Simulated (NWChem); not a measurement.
# One shape, several levels: SbCl3 (SMILES [Cl][Sb]([Cl])[Cl])

We compute a comparison of 6 runs (HF/def2-SVP, PBE0/def2-SVP, BP86/3-21G, BP86/def2-SVPD, CCSD(T)/STO-3G, CCSD(T)/def2-SVP) of SbCl3. 

Program for the calculation: NWChem 7.3.0.

## Step 1: The molecule

SbCl3: 4 atoms, total charge 0, spin state singlet. As SMILES, `[Cl][Sb]([Cl])[Cl]`. The shape comes from GFN2-xTB, which is rough for such elements, and wasn't checked as a minimum.

Bond lengths: Sb1–Cl2 2.356 Å, Sb1–Cl3 2.355 Å, Sb1–Cl4 2.356 Å. Angles: Cl2–Sb1–Cl3 94.9°, Cl2–Sb1–Cl4 94.9°, Cl3–Sb1–Cl4 94.9°.

## Step 2: Energy and gradient at HF/def2-SVP (core potential) (run 1)

The input, nw.nw:

```
start nw
title "Cl3Sb gradient"
memory total 2200 mb
charge 0

geometry noautosym nocenter noautoz
 Sb    -0.005090     0.005800     0.929480
 Cl     2.005120    -0.029710    -0.299440
 Cl    -0.975860     1.746870    -0.324840
 Cl    -1.024160    -1.722960    -0.305200
end

basis spherical bse
 * library def2-SVP
end

ecp bse
 Sb library def2-SVP
end

scf
 thresh 1e-08
 maxiter 80
end

task scf gradient
```

Started as:

```console
$ nwchem nw.nw > nw.out
```

The program printed:

```text
[...]
  functions       =    80
[...]
  wavefunction    = RHF
[...]
         Total SCF energy =  -1617.428472702453
      One-electron energy =  -3113.992814054328
      Two-electron energy =   1100.883359527050
 Nuclear repulsion energy =    395.680981824825
        Time for solution =      7.0s
[...]
                         RHF ENERGY GRADIENTS
    atom               coordinates                        gradient
                 x          y          z           x          y          z
   1 Sb     -0.009619   0.010960   1.756463   -0.000208   0.000261   0.008420
   2 Cl      3.789127  -0.056144  -0.565860   -0.002538   0.000008  -0.002889
   3 Cl     -1.844108   3.301106  -0.613859    0.001391  -0.002478  -0.002678
   4 Cl     -1.935382  -3.255922  -0.576744    0.001355   0.002209  -0.002853
[...]
```

Wall time 9.3 s (1 thread of Intel Xeon 6975P-C (Granite Rapids), shared host); peak memory 0.1 GiB.

## Step 3: Energy and forces at PBE0/def2-SVP (core potential) (run 2)

The input, cl3sb.xyz:

```xyz
4
SbCl3
Sb    -0.005090     0.005800     0.929480
Cl     2.005120    -0.029710    -0.299440
Cl    -0.975860     1.746870    -0.324840
Cl    -1.024160    -1.722960    -0.305200
```

The input, cl3sb.nw:

```
START cl3sb
TITLE "SbCl3"
memory stack 880 mb heap 220 mb global 1100 mb

GEOMETRY units angstroms noautosym nocenter noautoz
   load format xyz cl3sb.xyz
END

BASIS "ao basis" spherical bse
   * library def2-SVP
END

ECP bse
   Sb library def2-SVP
END

DFT
   xc pbe0
   grid xfine
   convergence energy 1e-08
   maxiter 100
   mulliken
   print low
END

TASK dft gradient
```

Started as:

```console
$ nwchem cl3sb.nw > cl3sb.out
```

The program printed:

```text
[...]
 d= 0,ls=0.0,diis     1  -1619.9812531738 -2.02D+03  2.50D-02  6.45D-01     1.6
[...]
 d= 0,ls=0.0,diis     8  -1620.0835806436 -1.29D-09  1.90D-06  1.91D-08    10.1
         Total DFT energy =    -1620.083580643582
      One electron energy =    -3115.034311142575
           Coulomb energy =     1203.052852515028
    Exchange-Corr. energy =     -103.783103840861
 Nuclear repulsion energy =      395.680981824825
[...]
      Total Density - Mulliken Population Analysis
     ---------------------------------------------
    Atom       Charge   Shell Charges
 -----------   ------   -------------------------------------------------------
    1 Sb  23    22.15  -0.07  2.11  1.47  0.30  3.04  2.97  1.40  0.64  9.78  0.50
    2 Cl  17    17.28   2.00  1.99  1.26  0.72  5.93  2.11  3.25  0.01
    3 Cl  17    17.28   2.00  1.99  1.26  0.72  5.93  2.11  3.25  0.01
    4 Cl  17    17.28   2.00  1.99  1.26  0.72  5.93  2.11  3.25  0.01
[...]
                         DFT ENERGY GRADIENTS
    atom               coordinates                        gradient
                 x          y          z           x          y          z
   1 Sb     -0.009619   0.010960   1.756463   -0.000183   0.000231   0.005359
   2 Cl      3.789127  -0.056144  -0.565860   -0.003971   0.000035  -0.001872
   3 Cl     -1.844108   3.301106  -0.613859    0.002075  -0.003707  -0.001653
   4 Cl     -1.935382  -3.255922  -0.576744    0.002078   0.003441  -0.001834
 Task  times  cpu:       12.6s     wall:       12.6s
 Total times  cpu:       12.7s     wall:       12.7s
```

It took 14 s on 1 thread of Intel Xeon 6975P-C (Granite Rapids), shared host; peak memory 0.13 GiB.

Run 3 isn't shown in full; the table further down has it.

## Step 4: Energy and gradient at BP86/def2-SVPD (core potential) (run 4)

The input, cl3sb.nw:

```
start cl3sb
title "Cl3Sb"
memory total 2200 mb
charge 0

geometry noautosym nocenter noautoz
  Sb    -0.005090     0.005800     0.929480
  Cl     2.005120    -0.029710    -0.299440
  Cl    -0.975860     1.746870    -0.324840
  Cl    -1.024160    -1.722960    -0.305200
end

basis "ao basis" spherical bse
  * library def2-SVPD
end

ecp bse
  Sb library def2-SVPD
end

dft
  xc becke88 perdew86
  grid fine
  convergence energy 1e-08
  maxiter 100
  mulliken
end

task dft gradient
```

Started as:

```console
$ nwchem cl3sb.nw > cl3sb.out
```

The program printed:

```text
[...]
          Wavefunction type:  closed shell.
          No. of atoms     :     4
          No. of electrons :    74
[...]
          Charge           :     0
          Spin multiplicity:     1
[...]
          AO basis - number of functions:   113
[...]
              XC Information
              --------------
                    Becke 1988 Exchange Functional  1.000
                Perdew 1981 Correlation Functional  1.000 local
                Perdew 1986 Correlation Functional  1.000 non-local
[...]
 d= 0,ls=0.0,diis     1  -1620.6917255989 -2.02D+03  2.45D-02  8.82D-01     2.4
[...]
 d= 0,ls=0.0,diis    10  -1620.8149488642 -9.47D-09  4.14D-07  1.48D-09    18.4
         Total DFT energy =    -1620.814948864240
      One electron energy =    -3114.105328099957
           Coulomb energy =     1201.985207033519
    Exchange-Corr. energy =     -104.375809622626
 Nuclear repulsion energy =      395.680981824825
[...]
      Total Density - Mulliken Population Analysis
     ---------------------------------------------
    Atom       Charge   Shell Charges
 -----------   ------   -------------------------------------------------------
    1 Sb  23    21.62  -0.07  2.11  1.54  0.13 -0.07  3.04  2.97  1.42  0.35  9.76  0.48 -0.04
    2 Cl  17    17.46   2.00  1.98  1.30  0.67  0.05  5.93  2.14  3.12  0.23  0.01  0.03
    3 Cl  17    17.46   2.00  1.98  1.30  0.67  0.05  5.93  2.14  3.11  0.23  0.01  0.03
    4 Cl  17    17.46   2.00  1.98  1.30  0.67  0.05  5.93  2.14  3.12  0.23  0.01  0.03
[...]
  wavefunction    = closed shell
                         DFT ENERGY GRADIENTS
    atom               coordinates                        gradient
                 x          y          z           x          y          z
   1 Sb     -0.009619   0.010960   1.756463   -0.000085   0.000120  -0.012886
   2 Cl      3.789127  -0.056144  -0.565860   -0.014517   0.000219   0.004154
   3 Cl     -1.844108   3.301106  -0.613859    0.007175  -0.012850   0.004508
   4 Cl     -1.935382  -3.255922  -0.576744    0.007428   0.012512   0.004223
[...]
```

It took 24 s on 1 thread of Intel Xeon 6975P-C (Granite Rapids), shared host; peak memory 0.13 GiB.

Run 5 isn't shown in full; the table further down has it.

## Step 5: A single-point energy at CCSD(T)/def2-SVP (core potential) (run 6)

The input, struct.nw:

```
start struct
memory stack 880 mb heap 220 mb global 1100 mb

geometry units angstroms noautosym nocenter noautoz
 Sb      -0.005090       0.005800       0.929480
 Cl       2.005120      -0.029710      -0.299440
 Cl      -0.975860       1.746870      -0.324840
 Cl      -1.024160      -1.722960      -0.305200
end

basis spherical bse
 Sb library def2-SVP
 Cl library def2-SVP
end

ecp bse
 Sb library def2-SVP
end

scf
 thresh 1e-08
 maxiter 80
end

ccsd
 freeze core 19
 maxiter 60
end

task ccsd(t) energy
```

Started as:

```console
$ nwchem struct.nw > struct.out
```

The program printed:

```text
[...]
  functions       =    80
[...]
  wavefunction    = RHF
[...]
         Total SCF energy =  -1617.428472702453
      One-electron energy =  -3113.992814054328
      Two-electron energy =   1100.883359527050
 Nuclear repulsion energy =    395.680981824825
        Time for solution =      7.0s
[...]
 Total MP2 energy:          -1617.929107893941818
[...]
             energy      energy      error      ampl     ampl      Block
                                                time     time      time
[...]
 Total CCSD energy:          -1617.969576329415986
[...]
 Total CCSD+T(CCSD) energy:          -1617.983994943936978
[...]
 Total CCSD(T) energy:               -1617.983482744330786
[...]
```

It took 73 s on 1 thread of Intel Xeon 6975P-C (Granite Rapids), shared host; peak memory 0.24 GiB.

## Step 6: The series

```
run                              level  iteration cap   module   energy (Eh)  HOMO energy (eV)  LUMO energy (eV)  HOMO–LUMO gap (eV)  wall time
  1       HF/def2-SVP (core potential)             80      scf  -1617.428473            -11.04              1.12               12.15      9.3 s
  2     PBE0/def2-SVP (core potential)            100      dft  -1620.083581                 –                 –                   –       14 s
  3                         BP86/3-21G            100      dft  -7662.960191                 –                 –                   –      9.9 s
  4    BP86/def2-SVPD (core potential)            100      dft  -1620.814949             -7.80             -3.15                4.65       24 s
  5                     CCSD(T)/STO-3G             80  ccsd(t)  -7615.310699             -8.86              3.94               12.80       17 s
  6  CCSD(T)/def2-SVP (core potential)             80  ccsd(t)  -1617.983483            -11.04              1.12               12.15       73 s
```

## Step 7: Results

| quantity | value |
| --- | --- |
| run 6: total energy | -1617.98348 Eh |
| run 6: HOMO energy (Hartree–Fock orbitals) | -11.04 eV |
| run 6: LUMO energy (Hartree–Fock orbitals) | 1.12 eV |
| run 6: HOMO–LUMO gap (Hartree–Fock orbitals) | 12.15 eV |
| run 6: correlation energy (19 core orbitals frozen) | -555.0 mEh |
| run 6: (T) correction | -13.91 mEh |

What this shows: Over runs 1, 3, 4 the dipole moment (its size) runs from 2.87 D (BP86/def2-SVPD) to 3.72 D (BP86/3-21G). The two ends differ in basis and core potential. Totals of different functionals can't be ranked against each other. Some runs of one species differ in core potentials or relativity; totals across that change don't compare. In run 5 the basis is minimal, so the values are rough. In runs 3, 5 relativity is left out where basis or elements ask for it. All runs together took 2.4 min, the longest 73 s.
